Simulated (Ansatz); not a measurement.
# AlGeH7Si: the cost of one run

All numbers are computed with the Python package of Ansatz 0.2.0. Level of theory: B3LYP/cc-pVDZ.

**1. Starting point**

Bond lengths: Si1–Al2 2.294 Å, Al2–Ge3 2.421 Å, Si1–H4 1.414 Å, Si1–H5 1.519 Å, Si1–H6 1.505 Å, Al2–H7 1.616 Å, Ge3–H8 1.494 Å, Ge3–H9 1.602 Å, Ge3–H10 1.581 Å. Angles (14 of 15 angles, heavy atoms first): Si1–Al2–Ge3 118.9°, Si1–Al2–H7 121.2°, Ge3–Al2–H7 120.0°, Al2–Si1–H4 110.6°, Al2–Si1–H5 110.9°, Al2–Si1–H6 111.7°, Al2–Ge3–H8 111.1°, Al2–Ge3–H9 110.3°, Al2–Ge3–H10 109.9°, H4–Si1–H5 107.6°, H4–Si1–H6 109.6°, H5–Si1–H6 106.3°, H8–Ge3–H9 110.7°, H8–Ge3–H10 108.3°.

No structure file is read: the coordinates are typed or built in the script.

**2. Script**

Input file algeh7si_tae.py:

```python
"""Energy to split AlGeH7Si into its atoms."""

from collections import Counter
import logging
import sys

import ansatz

logging.basicConfig(stream=sys.stdout, format="%(levelname)s:%(name)s:%(message)s")
log = logging.getLogger("algeh7si")
log.setLevel(logging.INFO)

BASIS_SET = "cc-pVDZ"
FUNCTIONAL = "B3LYP"


def energy_of(molecule, charge=0, unpaired=0):
    calc = (
        molecule.calculation()
        .basis(gaussian=BASIS_SET)  # the orbital basis, by name
        .functional(FUNCTIONAL)
    )
    if charge:
        calc = calc.charge(charge)
    if unpaired:
        calc = calc.spin("collinear", total=unpaired)
    report = calc.run(threads=1, backend="cpu").report
    if report["published_state_doubts"]:
        print("  doubts:", report["published_state_doubts"])
    return report["free_energy_ev"]

geometry_ang = [
    ("Si", [-1.459, 1.1142, -0.8595]),
    ("Al", [0.633, 0.1905, -0.6808]),
    ("Ge", [1.1122, -1.2637, 1.1946]),
    ("H", [-2.4422, 0.1035, -0.9608]),
    ("H", [-1.5626, 1.9829, -2.1008]),
    ("H", [-1.7739, 2.0084, 0.3091]),
    ("H", [1.7786, 0.4958, -1.779]),
    ("H", [0.219, -2.4615, 1.187]),
    ("H", [0.9672, -0.459, 2.5721]),
    ("H", [2.6108, -1.7621, 1.1212]),
]
algeh7si = ansatz.Crystal.molecule()
for symbol, xyz in geometry_ang:
    algeh7si = algeh7si.atom(symbol, xyz)

# Hund ground states
unpaired = {"Si": 2, "Al": 1, "Ge": 2, "H": 1}
counts = Counter(site.symbol for site in algeh7si.cartesian_sites)
atom_energy = {s: energy_of(ansatz.Crystal.molecule().atom(s, (0, 0, 0)), 0, unpaired[s]) for s in counts}
whole = energy_of(algeh7si, 0, 0)
for s, e in atom_energy.items():
    log.info(f"{s:2s} x{counts[s]}  {e:14.5f} eV")
log.info(f"AlGeH7Si: {whole:.5f} eV")
split = sum(counts[s] * e for s, e in atom_energy.items()) - whole
log.info(f"atomisation energy (no zero-point term): {23.060548 * split:.1f} kcal/mol, {split / sum(counts.values()):.3f} eV an atom")
```

**3. The calls as engine input**

The package turns the script's settings into the engine's input (first run):

```yaml
crystal:
  periodic: [false, false, false]
  atoms:
    - { symbol: Si, position_ang: [0.0, 0.0, 0.0] }
basis:
  gaussian:
    orbitals: cc-pVDZ
hamiltonian:
  xc: b3lyp
magnetization:
  spin_polarized: true
  initial_magnetization: 2.0
```

**4. Running it**

On the command line:

```
$ python algeh7si_tae.py
```

What time and memory should one allow on 1 thread of AMD EPYC 9R45 (Zen 5), shared host?

About 2.8 s, with a peak of 0.28 GiB.
